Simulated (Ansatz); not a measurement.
# Ta3SbOs: the cost of one run

Computed with Ansatz 0.2.0 (DFT PBE, scalar-relativistic, plane waves, PAW, unless a step's input says otherwise).

### 1 Starting point

It takes space group Pm-3m (No. 221, cubic). Conventional cell: a = 4.274 Å, b = 4.274 Å, c = 4.274 Å, α = 90.00°, β = 90.00°, γ = 90.00°. Around Ta (site symmetry 4/mmm) lie 2 Os at 2.14 Å. Around Sb (site symmetry m-3m) lie 12 Ta at 3.02 Å. Os (site symmetry m-3m) has 6 Ta at 2.14 Å as nearest neighbours.

Structure file:

```cif
data_structure
_symmetry_space_group_name_H-M 'Pm-3m'
_symmetry_Int_Tables_number 221
_cell_length_a 4.2736
_cell_length_b 4.2736
_cell_length_c 4.2736
_cell_angle_alpha 90.000
_cell_angle_beta 90.000
_cell_angle_gamma 90.000
_cell_volume 78.05
loop_
_atom_site_label
_atom_site_type_symbol
_atom_site_symmetry_multiplicity
_atom_site_Wyckoff_symbol
_atom_site_fract_x
_atom_site_fract_y
_atom_site_fract_z
_atom_site_occupancy
Ta1 Ta 3 d 0.50000 0.00000 0.00000 1
Sb1 Sb 1 b 0.50000 0.50000 0.50000 1
Os1 Os 1 a 0.00000 0.00000 0.00000 1
```

A structure generator made this guess: species swapped into a database cell of SrH3Pd (Pm-3m, No. 221), with Sb on the Sr sites, Ta on the H sites and Os on the Pd sites. The dimensions are guesses.

### 2 The guess as it stands, on a coarse mesh

Input file input.yaml:

```yaml
crystal:
  lattice:
    - [4.27358005, 0.0, 0.0]
    - [0.0, 4.27358005, 0.0]
    - [0.0, 0.0, 4.27358005]
  atoms:
    - { symbol: Ta, position: [0.5, 0.0, 0.0] }
    - { symbol: Ta, position: [0.0, 0.5, 0.0] }
    - { symbol: Ta, position: [0.0, 0.0, 0.5] }
    - { symbol: Sb, position: [0.5, 0.5, 0.5] }
    - { symbol: Os, position: [0.0, 0.0, 0.0] }
basis:
  ecutwfc: 420
kpoints:
  mp_grid: { grid: [4, 4, 4] }
hamiltonian:
  xc: pbe
scf:
  occupations: { method: gaussian, width: 0.1 }
  lower_state_search: "off"
output:
  forces: true
  stress: true
  eigenvalues: true
```

The run is started by

```console
> ansatz run input.yaml --threads 1 --pin off --max-ram 2048MiB --backend cpu --events-out ev --progress --plain --runs-dir out
```

**Question.** How long does this run take on 1 thread of Arm Neoverse V1, shared host, and how much memory does it need?

About 2.6 s, with a peak of 0.35 GiB.
